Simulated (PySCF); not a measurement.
# Ways to converge the SCF of BeZn

Do solver options change the result for BeZn, or only the number of cycles?

The runs use PySCF 2.14.0; method and basis as typed in the scripts.

2 further runs of the same task are left out: 2 that didn't finish.

## Step 1: Where the work starts

BeZn: 2 atoms, charge 0, spin multiplicity 1.

Bond lengths: Be1–Zn2 2.042 Å.

## Step 2: The base run

File input.py:

```python
from pyscf import gto, scf

mol = gto.M(
    atom='Be 0 0 0; Zn 0 0 2.042',
    basis='x2c-svpall',
    charge=0,
    spin=0,
    verbose=4,
)
mf = scf.UHF(mol)
mf = mf.sfx2c1e()
mf.kernel()
mf.stability(internal=True, external=True)
mf.dip_moment()
print('orbital energies (hartree):', [e[max(0, n-3):n+3].round(4) for e, n in zip(mf.mo_energy, mol.nelec)])
```

The run is started by

```
OMP_NUM_THREADS=1 python input.py
```

The log of this run is left out.

Base result: E(SCF) = -1808.447101 Eh, 12 cycles, μ = 0.98 D, internal unstable; real -> complex stable; UHF/UKS -> GHF/GKS unstable.

The bond length is a typed value, not an optimised one. A lower solution of the same kind exists, so this energy is an upper bound.

## Step 3: Second-order solver on

Variant 1 changes second-order solver: off → on.

File input.py:

```python
from pyscf import gto, scf

mol = gto.M(
    atom='Be 0 0 0; Zn 0 0 2.042',
    basis='x2c-svpall',
    charge=0,
    spin=0,
    verbose=4,
)
mf = scf.UHF(mol)
mf = mf.sfx2c1e()
mf = mf.newton()
mf.kernel()
mf.stability(internal=True, external=True)
mf.dip_moment()
print('orbital energies (hartree):', [e[max(0, n-3):n+3].round(4) for e, n in zip(mf.mo_energy, mol.nelec)])
```

The run is started by

```
OMP_NUM_THREADS=1 python input.py
```

## Step 4: Cycle limit 200

Variant 2 changes cycle limit: 50 → 200.

Edit input.py of step 2 so:

```diff
@@ -11,2 +11,3 @@
 mf = mf.sfx2c1e()
+mf.max_cycle = 200
 mf.kernel()
```

## Step 5: DIIS space 20

Variant 3 changes DIIS space: default → 20.

Edit input.py of step 2 so:

```diff
@@ -11,2 +11,3 @@
 mf = mf.sfx2c1e()
+mf.diis_space = 20
 mf.kernel()
```

## Step 6: Initial guess core

Variant 4 changes initial guess: minao → core.

Edit input.py of step 2 so:

```diff
@@ -11,2 +11,3 @@
 mf = mf.sfx2c1e()
+mf.init_guess = 'core'
 mf.kernel()
```

Before running it: what results should come out? Wanted: for each run, E(SCF); from base; gap; SCF dipole; after the SCF.

As calculated:

| run | E(SCF) (hartree) | from base (eV) | cycles | gap (eV) | SCF dipole (D) | after the SCF |
| --- | --- | --- | --- | --- | --- | --- |
| base | -1808.447101 | 0 | 12 | 6.69 | 0.98 | unstable: internal, UHF/UKS -> GHF/GKS |
| second-order solver on | -1808.447101 | 0.0000 | 2 macro | 6.69 | 0.98 | unstable: internal, UHF/UKS -> GHF/GKS |
| cycle limit 200 | -1808.447101 | 0.0000 | 12 | 6.69 | 0.98 | unstable: internal, UHF/UKS -> GHF/GKS |
| DIIS space 20 | -1808.447101 | 0.0000 | 12 | 6.69 | 0.98 | unstable: internal, UHF/UKS -> GHF/GKS |
| initial guess core | -1808.447101 | 0.0000 | 12 | 6.69 | 0.98 | unstable: internal, UHF/UKS -> GHF/GKS |

Distance from each run's final energy (log10 hartree) by cycle:

```csv
run,cycle 1,cycle 2,cycle 3,cycle 5,cycle 8,cycle 12
base,-2.0,-2.5,-3.4,-5.2,-6.0,-10.4
cycle limit 200,-2.0,-2.5,-3.4,-5.2,-6.0,-10.4
DIIS space 20,-2.0,-2.5,-3.4,-5.2,-6.0,-10.4
initial guess core,-2.0,-2.5,-3.4,-5.2,-6.0,-10.4
```

What this shows: The SCF energy stays the same, to the digits that matter, with second-order solver on or cycle limit 200 or DIIS space 20 or initial guess core. PySCF falls back to minao for a guess that it doesn't know or can't read, so that run repeats the base. With cycle limit 200, DIIS space 20, initial guess core the path hardly changes: 12 cycles against 12.
